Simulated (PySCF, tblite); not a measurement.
# C2H6GeN radical: geometry, infrared bands and EPR parameters

Wanted: the infrared bands and EPR parameters of C2H6GeN radical (`C/N=[C]\[GeH3]`), by calculation.

The runs use tblite 0.8.0 and PySCF 2.14.0, with density-fitted response routines of our own; the level of theory stands in each step. All values are computed, except where a source is named. Atoms are numbered from 0 throughout.

**1. The starting structure**

10 atoms, charge 0, multiplicity 2; geometry from: force field or distance geometry start.

Bonds of the start (Å): C0–N1 1.44, N1–C2 1.29, C2–Ge3 1.91, C0–H4 1.13, C0–H5 1.13, C0–H6 1.10, Ge3–H7 1.56, Ge3–H8 1.53, Ge3–H9 1.53.

**2. Optimising the geometry with GFN2-xTB**

Job settings and geometry (Å):

```
{"job": {"kind": "relax", "xc": "GFN2-xTB", "basis": "xTB"}, "charge": 0, "multiplicity": 2}
C     -1.362300    -0.068500     0.235300
N     -1.031900    -0.860500    -0.914900
C      0.219900    -0.914000    -1.232000
Ge     1.391500     0.120300    -0.136200
H     -2.434300    -0.307900     0.478600
H     -1.358700     1.037700     0.009200
H     -0.683300    -0.229500     1.079900
H      1.759200    -0.578800     1.205200
H      0.810000     1.502500     0.170400
H      2.698600     0.303400    -0.918000
```

Launch:

```console
> OMP_NUM_THREADS=1 python probes_run.py task.json out
```

One launch serves the whole session: the jobs run in the order shown.

The log of the run:

```text
step      E/eV     max force
  0    -327.65767    4.382
  1    -327.83323    5.302
  2    -328.00373    0.834
  3    -328.04772    0.606
  4    -328.12141    0.745
  5    -328.15497    0.678
  6    -328.22561    0.662
  7    -328.25790    0.530
  8    -328.28981    0.546
  9    -328.31969    0.583
 10    -328.35208    0.553
 11    -328.37751    0.533
 12    -328.40109    0.379
 13    -328.42401    0.417
 14    -328.44406    0.449
 15    -328.45786    0.396
 16    -328.46842    0.313
 17    -328.47785    0.276
 18    -328.48663    0.418
 19    -328.49721    0.432
 20    -328.50803    0.287
 21    -328.51832    0.258
 22    -328.53031    0.322
 23    -328.54618    0.469
 24    -328.56300    0.575
 25    -328.57986    0.393
 26    -328.58891    0.204
 27    -328.59304    0.219
 28    -328.59801    0.222
 29    -328.60242    0.190
 30    -328.60648    0.269
 31    -328.60918    0.172
 32    -328.61045    0.109
 33    -328.61117    0.061
 34    -328.61153    0.093
 35    -328.61177    0.046
 36    -328.61189    0.028
 37    -328.61199    0.034
 38    -328.61209    0.043
 39    -328.61219    0.033
 40    -328.61226    0.035
 41    -328.61236    0.037
 42    -328.61251    0.065
 43    -328.61274    0.085
 44    -328.61300    0.073
 45    -328.61327    0.049
 46    -328.61359    0.066
 47    -328.61416    0.125
 48    -328.61535    0.239
 49    -328.61720    0.353
 50    -328.61933    0.338
 51    -328.62368    0.176
 52    -328.62623    0.213
 53    -328.62879    0.444
 54    -328.63250    0.302
 55    -328.63547    0.123
 56    -328.63740    0.147
 57    -328.63905    0.147
 58    -328.64066    0.137
 59    -328.64247    0.093
 60    -328.64397    0.113
 61    -328.64647    0.129
 62    -328.64899    0.133
 63    -328.65132    0.163
 64    -328.65227    0.120
 65    -328.65374    0.082
 66    -328.65443    0.070
 67    -328.65590    0.078
 68    -328.65684    0.070
 69    -328.65776    0.065
 70    -328.65846    0.065
 71    -328.65912    0.071
 72    -328.65973    0.062
 73    -328.66039    0.058
 74    -328.66110    0.064
 75    -328.66177    0.049
 76    -328.66230    0.055
 77    -328.66263    0.054
 78    -328.66267    0.066
 79    -328.66308    0.052
 80    -328.66322    0.029
 81    -328.66338    0.032
 82    -328.66350    0.034
 83    -328.66383    0.059
 84    -328.66428    0.078
 85    -328.66506    0.084
 86    -328.66610    0.089
 87    -328.66760    0.105
 88    -328.67008    0.167
 89    -328.67319    0.195
 90    -328.67569    0.140
 91    -328.67090    0.453
 92    -328.67778    0.075
 93    -328.67839    0.061
 94    -328.67917    0.080
 95    -328.68019    0.132
 96    -328.68095    0.090
 97    -328.68176    0.056
 98    -328.68205    0.035
 99    -328.68220    0.040
100    -328.68228    0.034
101    -328.68235    0.022
102    -328.68240    0.017
103    -328.68244    0.022
104    -328.68247    0.024
105    -328.68252    0.024
106    -328.68262    0.023
107    -328.68276    0.029
108    -328.68287    0.031
109    -328.68294    0.020
110    -328.68299    0.011
111    -328.68300    0.006
```

It took 0.41 s on 1 thread of Arm Neoverse V1, shared host.

Relaxation path: (not every step is listed)

| step | energy from step 0 (eV) | largest force (eV/Å) |
| --- | --- | --- |
| 0 | 0.0000 | 4.3816 |
| 1 | -0.1756 | 5.3019 |
| 2 | -0.3461 | 0.8336 |
| 3 | -0.3901 | 0.6062 |
| 4 | -0.4637 | 0.7447 |
| 5 | -0.4973 | 0.6784 |
| 6 | -0.5679 | 0.6625 |
| 7 | -0.6002 | 0.5298 |
| 8 | -0.6321 | 0.5458 |
| 17 | -0.8202 | 0.2760 |
| 26 | -0.9312 | 0.2040 |
| 35 | -0.9541 | 0.0462 |
| 44 | -0.9553 | 0.0728 |
| 53 | -0.9711 | 0.4435 |
| 62 | -0.9913 | 0.1328 |
| 71 | -1.0014 | 0.0709 |
| 80 | -1.0056 | 0.0287 |
| 89 | -1.0155 | 0.1948 |
| 98 | -1.0244 | 0.0354 |
| 106 | -1.0249 | 0.0229 |
| 107 | -1.0251 | 0.0286 |
| 108 | -1.0252 | 0.0314 |
| 109 | -1.0253 | 0.0204 |
| 110 | -1.0253 | 0.0111 |
| 111 | -1.0253 | 0.0064 |

Distances of close pairs at the start and the end, largest changes first:

| bond | before (Å) | after (Å) | change (Å) |
| --- | --- | --- | --- |
| N1–C2 | 1.292 | 1.208 | -0.085 |
| Ge3–H7 | 1.557 | 1.493 | -0.064 |
| Ge3–H9 | 1.534 | 1.493 | -0.041 |
| C0–H5 | 1.129 | 1.090 | -0.039 |
| C0–H4 | 1.125 | 1.090 | -0.035 |
| C2–Ge3 | 1.909 | 1.936 | +0.027 |
| Ge3–H8 | 1.531 | 1.517 | -0.014 |
| C0–N1 | 1.435 | 1.424 | -0.011 |

The final coordinates are the input of the step that follows.

**3. Harmonic vibrations with GFN2-xTB**

Job settings and geometry (Å):

```
{"job": {"kind": "ir", "xc": "GFN2-xTB", "basis": "xTB"}, "charge": 0, "multiplicity": 2}
C     -1.916259    -0.025299     0.127652
N     -0.903035    -0.751753    -0.560554
C      0.300257    -0.760157    -0.661587
Ge     1.903264     0.130999    -0.042169
H     -2.485633    -0.727131     0.737842
H     -2.587061     0.410855    -0.613195
H     -1.497979     0.766109     0.761713
H      2.742668    -0.940793     0.569794
H      1.860988     1.290765     0.934844
H      2.591674     0.611059    -1.276868
```

The log of the run:

```text
mode    cm-1     km/mol
  1      96.9      0.48
  2     117.3      1.00
  3     117.8      3.18
  4     306.7     16.08
  5     381.9     25.34
  6     434.5    146.27
  7     441.3     30.12
  8     518.5     86.35
  9     772.5    426.75
 10     839.1     85.94
 11     844.3    182.00
 12     986.6     14.66
 13    1057.7      0.11
 14    1084.3      7.31
 15    1369.7      2.22
 16    1442.1      3.48
 17    1454.3     17.66
 18    1811.2    341.42
 19    1950.2     38.85
 20    2035.3    328.08
 21    2081.4    461.62
 22    2896.0     43.87
 23    2992.6     11.37
 24    3002.5     15.80
```

Wall time 0.16 s (1 thread of Arm Neoverse V1, shared host).

Which atoms move in the most intense modes:

| cm⁻¹ | km/mol | atoms |
| --- | --- | --- |
| 434 | 146.3 | H8 38 %, N1 20 %, Ge3 12 % |
| 518 | 86.3 | C2 24 %, H7 24 %, H9 24 %, H8 16 % |
| 772 | 426.8 | H7 39 %, H9 39 %, H8 18 % |
| 839 | 85.9 | H8 47 %, H7 28 %, H9 24 % |
| 844 | 182.0 | H9 45 %, H7 41 %, H8 13 % |
| 1811 | 341.4 | H8 94 % |
| 2035 | 328.1 | H9 50 %, H7 45 % |
| 2081 | 461.6 | H7 51 %, H9 47 % |

**4. g tensor and hyperfine couplings: B3LYP/def2-TZVP-core+pcH-1**

The job, as its differences from that of step 3:

```diff
@@ -1,2 +1,2 @@
-{"job": {"kind": "ir", "xc": "GFN2-xTB", "basis": "xTB"}, "charge": 0, "multiplicity": 2}
+{"job": {"kind": "epr", "basis": "pcH-1"}, "charge": 0, "multiplicity": 2}
 C     -1.916259    -0.025299     0.127652
```

Level: UKS B3LYP, def2-TZVP-core on Ge, pcH-1 on C H N, non-relativistic, mean-field spin-orbit, GIAO.

The log of the run:

```text
UKS, coarse grid
  cycle   1  E = -2211.48560026  |g| = 1.32e+00
  cycle   2  E = -2211.44579051  |g| = 8.60e-01
  cycle   3  E = -2211.51488398  |g| = 4.12e-01
  cycle   4  E = -2211.54010352  |g| = 1.92e-01
  cycle   5  E = -2211.55557831  |g| = 1.86e-02
  cycle   6  E = -2211.55569962  |g| = 6.32e-03
  cycle   7  E = -2211.55572032  |g| = 1.38e-03
  cycle   8  E = -2211.55572375  |g| = 5.44e-04
UKS, final grid
  cycle   1  E = -2211.55572535  |g| = 3.77e-04
  cycle   2  E = -2211.55572534  |g| = 6.18e-04
  cycle   3  E = -2211.55572548  |g| = 1.58e-04
  cycle   4  E = -2211.55572551  |g| = 1.05e-04
  cycle   5  E = -2211.55572552  |g| = 3.35e-05
  cycle   6  E = -2211.55572553  |g| = 1.13e-05
E = -2211.55572553 Eh   <S^2> = 0.7537 (exact 0.7500)
g shifts (ppm)      1          2          3
  rmc          -191       -191       -191
  gc             10         35        -20
  oz_so       -4642        349       3581
  total       -4823        193       3370
hyperfine (MHz)  atom isotope    a_iso     a_fc   dipolar eigenvalues
    0   13C     104.26     104.28     -7.69     -6.69     14.39
    1   14N      82.08      82.15    -12.57     -9.29     21.86
    2   13C     385.68     385.93    -41.17    -36.80     77.98
    3  73Ge     -90.55     -91.25    -13.92      5.73      8.18
    4    1H      -7.37      -7.37     -5.02     -3.63      8.66
    5    1H      -7.42      -7.42     -5.02     -3.63      8.65
    6    1H      27.42      27.42     -5.49     -0.67      6.15
    7    1H      -9.84      -9.85     -3.66     -1.85      5.50
    8    1H     125.15     125.12     -2.96     -0.31      3.27
    9    1H      -9.83      -9.84     -3.66     -1.85      5.51
```

Run time: 78 s. Hardware: 1 thread of Arm Neoverse V1, shared host; peak memory 0.95 GiB.

Principal g values 1.99750, 2.00251, 2.00569; g(iso) = 2.00190, against 2.00232 for a free electron.

Mean a(iso) over the nuclei that a row names, and the largest dipolar term of the row (other rows stand at the frozen geometry):

| nuclei | isotope | a(iso) (MHz) | a(iso) (G, at g = 2.0023) | largest dipolar term (MHz) |
| --- | --- | --- | --- | --- |
| C2 | 13C | 385.7 | 137.6 | 78.0 |
| C0 | 13C | 104.3 | 37.2 | 14.4 |
| Ge3 | 73Ge | -90.6 | -32.3 | -13.9 |
| N1 | 14N | 82.1 | 29.3 | 21.9 |
| H7, H8, H9 | 1H | 35.2 | 12.5 | 5.5 |
| H4, H5, H6 | 1H | 4.2 | 1.5 | 8.7 |

Mulliken spin populations:

| atom | value (e) |
| --- | --- |
| C0 | 0.04 |
| N1 | 0.18 |
| C2 | 0.57 |
| Ge3 | 0.11 |
| H4 | 0.00 |
| H5 | 0.00 |
| H6 | 0.03 |
| H7 | 0.00 |
| H8 | 0.08 |
| H9 | 0.00 |

In first order the couplings over 0.8 MHz of 14N, 1H give 48 distinct lines over 100.7 G, if the averaged nuclei exchange fast.

Orbitals, density, ELF and potential are computed afterwards from the orbital file.

ELF in a plane through or near 6 of the atoms.

Ten even steps from '0' (0.00) to '9' (1.00):
```
0000000000000000000000000000
0000000000000000000000000000
0000000122100000000000000000
0000004889850000000000000000
0000028999992000354100000000
0000039999993002999720000000
0000027999992005999840000000
0000014788862004999830000000
0000012122243001899532000000
0000122375326311455055100000
0000123267248556781265100000
0000123211385276276343100000
0000012222682554366100000000
0000000001799667897100000000
0000000001799744787200000000
0000000001688521454100000000
0000000000366310000000000000
0000000000001000000000000000
0000000000000000000000000000
0000000000000000000000000000
```
The map spans 10.5 Å across and 8.3 Å up, centred on the molecule. Atoms in the plane (x, y in Å): C0 (1.9, 0.1), N1 (0.9, -0.9), C2 (-0.3, -1.0), Ge3 (-1.9, 0.1), H6 (1.5, 1.1), H8 (-1.9, 1.6).

log10 of the density (e/Å³) in the same plane.

Ten even steps from ' ' (-4.0) to '@' (1.9):
```
                                                        
              ........                                  
          ....::::::::::..                              
        ..::::----------::................              
      ..::::--==========--::::::------::::..            
      ..::--==++++**++==--::::--========--::....        
    ..::----==++**##**++==----==++**++++==--::::..      
    ..::--==++********++==----==**####**++==--::..      
  ....::--==++**####**++++======****##****++==--::..    
  ..::--====++##@@@@##**++++++++****%%##**++==--::..    
  ..::--====++##@@@@##**********########**++==--::..    
  ..::--====++**********########%%##******++==--::..    
  ....::--====++++++****##@@####%%##**++====--::..      
    ..::------======++**********##**++====--::::..      
      ..::::::----====++++++++++++++==----::....        
        ....::::::--================----::..            
            ......::----------------::....              
                  ....::::::::......                    
                        ....                            
                                                        
```
The map spans 10.5 Å across and 8.3 Å up, centred on the molecule. Atoms in the plane (x, y in Å): C0 (1.9, 0.1), N1 (0.9, -0.9), C2 (-0.3, -1.0), Ge3 (-1.9, 0.1), H6 (1.5, 1.1), H8 (-1.9, 1.6).

On the surface of density 0.002 e/bohr³ the electrostatic potential runs, from the 1st to the 99th percentile, from -1.23 V near N1 to 1.02 V near H5.

The spin density lies nearest to C2 49 %; N1 21 %; Ge3 10 %; H8 8 %.

**5. What came out**

```
                                 quantity                  value
strongest single infrared mode (GFN2-xTB)  2081 cm⁻¹, 462 km/mol
             zero-point energy (GFN2-xTB)          41.5 kcal/mol
                           g(iso) (B3LYP)                2.00190
                                     ⟨S²⟩     0.754 (exact 0.75)
       largest a(iso) (averaged by class)   13C on C2, 385.7 MHz
    surface potential, 1st and 99th percentile     -1.23 V and 1.02 V
```

Relaxing lowered the energy by 1.025 eV in 111 steps; the close pair that moved most is N1–C2, from 1.292 to 1.208 Å. All 24 modes are real, so the xTB geometry is a minimum. The strongest single mode, at 2081 cm⁻¹, moves mainly H7 and H9. GFN2-xTB is a fitted tight-binding method: band positions and strengths are rough. Its intensities can rank the bands wrongly. The largest share of the spin, 0.57 e, sits on C2. The isotropic g lies 0.4 ppt below the free-electron value. The hyperfine terms hold no scalar relativity, which the heavier nuclei need.
